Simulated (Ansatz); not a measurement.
Working through vertical spin-state energies of ClH5OSi2, SMILES [SiH3]O[SiH2]Cl

Computed with Ansatz's Python interface.

The script reads `clh5osi2.xyz`:
```text
9

Si    0.47800    1.44120    0.30200
O     0.49110   -0.16500    0.24670
Si   -0.46940   -1.41070   -0.30290
Cl    0.65890   -3.11400    0.15430
H     0.33500    2.00280   -1.11090
H     1.64920    2.03500    0.94010
H    -0.74230    1.91300    1.05630
H    -1.69960   -1.42430    0.41460
H    -0.61240   -1.32430   -1.71720
```

Notebook, run cell by cell (the value of a cell's last expression is shown):

**Cell 1**
```python
import ansatz as az
```

**Cell 2**
```python
BASIS_SET = 'cc-pVDZ'
FUNCTIONAL = 'B3LYP'
```

**Cell 3**
```python
molecule = az.Crystal.molecule_from_extxyz('clh5osi2.xyz')
```

**Cell 4**
```python
calculation = (
    molecule.calculation()
    .basis(gaussian=BASIS_SET)
    .functional(FUNCTIONAL)
)
found = {}
for unpaired in [0, 2]:
    report = calculation.spin('collinear', total=unpaired).run(threads=1, backend='cpu').report
    s = unpaired / 2
    found[unpaired] = report['free_energy_ev']
    print(f'2S+1 = {unpaired + 1}: E = {found[unpaired]:.5f} eV, <S^2> = {abs(report["mean_field"]["state"]["spin_squared"]):.3f} (pure state {s * (s + 1):.2f})')
lowest = min(found, key=found.get)
for unpaired, e in found.items():
    print(f'multiplicity {unpaired + 1}: {96.485332 * (e - found[lowest]):.1f} kJ/mol above the lowest')
```
Output:
```text
2S+1 = 1: E = -30410.67146 eV, <S^2> = 0.000 (pure state 0.00)
2S+1 = 3: E = -30403.68228 eV, <S^2> = 2.005 (pure state 2.00)
multiplicity 1: 0.0 kJ/mol above the lowest
multiplicity 3: 674.4 kJ/mol above the lowest
```

In order: multiplicity 1 (+0.00 eV) and multiplicity 3 (+6.99 eV), all at the one geometry.

Notes:
- Total energies depend on the basis set; only differences at equal settings carry meaning.
- The geometry is a force-field or estimated start, not a minimum of this method, and the basis set is short of its limit. All parts are taken at fixed geometry, without zero-point energy.
- b3lyp holds the VWN-RPA fit, as in Gaussian; the form of ORCA and Turbomole is b3lyp5.
- Wall time of the script: 40 s on 1 thread of Arm Neoverse V1, with other jobs on the host, peak memory 0.42 GiB.

(Lines on the test bed's own set-up are left out of the output.)
